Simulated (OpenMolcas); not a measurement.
**Ir⁺: CASSCF terms and fine-structure levels**

Which level of Ir⁺ lies lowest, and where do the others fall? The reference wave functions come first, then spin-orbit coupling.

Program: OpenMolcas 26.06. Level of theory: state-averaged CASSCF, spin-orbit coupling by RASSI with atomic mean-field integrals. These are calculated values, not measurements, unless marked.

**1. The system**

- Species: Ir⁺ (iridium, Z = 77, 76 electrons)
- Basis: ANO-RCC-MB [6s5p3d1f], 43 functions
- Scalar Hamiltonian: DKH2, point nucleus
- Inactive shells: 1s 2s 2p 3s 3p 3d 4s 4p 4d 4f 5s 5p
- Active space: 8 electrons in 6 orbitals (5d 6s)
- Some configurations of this space: 5d6 6s2, 5d7 6s, 5d8
- Orbitals: optimised for the ground-state spin in each parity, averaged over the low roots

Outer shells as boxes (Hund's rule):

5d6 6s2
```
5d [↑↓][↑ ][↑ ][↑ ][↑ ]
6s [↑↓]
```

5d7 6s
```
5d [↑↓][↑↓][↑ ][↑ ][↑ ]
6s [↑ ]
```

5d8
```
5d [↑↓][↑↓][↑↓][↑ ][↑ ]
```

Each step is its own input file, run in one work folder so that later steps find the files of earlier ones. Labels, J, g values, rates, χT and fits are worked out afterwards by a script from the matrices that RASSI stores.

**2. One- and two-electron integrals**

a.inp reads:

```
&GATEWAY
Coord
1

Ir 0.0 0.0 0.0
Basis=ANO-RCC-MB
Group=XYZ
NoMove
AngMom=0.0 0.0 0.0
AMFI
&SEWARD
```

**3. Reference wave functions, quintets of even parity, 15 roots**

a.inp reads:

```
&RASSCF
FileOrb=start.orb
Symmetry=1
Spin=5
nActEl=8 0 0
Inactive=15 19
Ras2=6 0
CIRoot=15 15 1
SDav=15
CIMx=300
Iter=120 100
PrWF=0.3
OrbListing=Nothing
MaxOrb=0
Atom
>>> COPY $Project.JobIph JOB001
```

start.orb holds the contracted functions of the basis, ordered by shell, or the orbitals of the step before.

**4. Reference wave functions, triplets of even parity, 105 roots**

a.inp reads:

```
&RASSCF
FileOrb=start.orb
Symmetry=1
Spin=3
nActEl=8 0 0
Inactive=15 19
Ras2=6 0
CIRoot=105 105 1
SDav=105
CIMx=300
Iter=120 100
PrWF=0.3
OrbListing=Nothing
MaxOrb=0
Atom
CIOnly
>>> COPY $Project.JobIph JOB002
```

**5. Reference wave functions, singlets of even parity, 105 roots**

Changes to a.inp since step 4:

```diff
@@ -3,3 +3,3 @@
 Symmetry=1
-Spin=3
+Spin=1
 nActEl=8 0 0
@@ -16,2 +16,2 @@
 CIOnly
->>> COPY $Project.JobIph JOB002
+>>> COPY $Project.JobIph JOB003
```

**6. RASSI: spin-orbit coupling between the states**

a.inp reads:

```
&RASSI
NrOfJobIphs=3 15 55 50
1 2 3 4 5 6 7 8 9 10 11 12 13 14 15
1 2 3 4 5 6 7 8 9 10 11 12 13 14 15 16 17 18 19 20 21 22 23 24 25 26 27
28 29 30 31 32 33 34 35 36 37 38 39 40 41 42 43 44 45 46 47 48 49 50 51
52 53 54 55
1 2 3 4 5 6 7 8 9 10 11 12 13 14 15 16 17 18 19 20 21 22 23 24 25 26 27
28 29 30 31 32 33 34 35 36 37 38 39 40 41 42 43 44 45 46 47 48 49 50
IphNames
JOB001
JOB002
JOB003
EJob
SpinOrbit
DIPRint=1.0
SOCoupling=1000.0
Subsets=2
MEES
Property=10
'ANGMOM' 1 'ANGMOM' 2 'ANGMOM' 3 'MLTPL  1' 1 'MLTPL  1' 2 'MLTPL  1' 3
'AMFI' 1 'AMFI' 2 'AMFI' 3 'MLTPL  2' 6
SOProperty=3
'ANGMOM' 1 'ANGMOM' 2 'ANGMOM' 3
```

(Steps that only read results are left out.)

Q: Predict the outcome of this session. Wanted: lowest level; first excited level; spin-orbit lowering of the lowest level; strongest of the lines computed, by gA.

As calculated:

| quantity | value |
| --- | --- |
| method | CASSCF |
| lowest level | 5d8 3F4, 97 % of that term, g = 1.243 |
| ground level listed by NIST | 5F5 |
| first excited level | 5d7 6s 5F5 at 683 cm-1 |
| spin-orbit lowering of the lowest level | 5889 cm-1 |
| strongest of the lines computed, by gA (one parity, so forbidden lines), at CASSCF energies | 5d7 6s 3G5 → 5d7 6s 5F5, 518.8 nm, A = 1.85e+01 s⁻¹ |

**Reading.** The multiplet 3F is inverted; its intervals divided by the larger J differ by 95 % of their mean, where Landé's rule for pure LS coupling makes them equal. The computed levels miss the measured ones by 1800 cm⁻¹ on average. Only the configurations of the active space and the roots asked for are present. The triplets, singlets rest on orbitals optimised for another spin in at least one step, which raises them against the optimised states. Not all states of the active space went into the spin-orbit step. Measured levels are paired by their LS label, which is uncertain where the leading share is low. Configurations with different d counts are hard to place against each other, and can be off by thousands to tens of thousands of cm-1. The lowest computed level is not the ground level that NIST lists (5F5). Levels of other configurations are missing from the list.
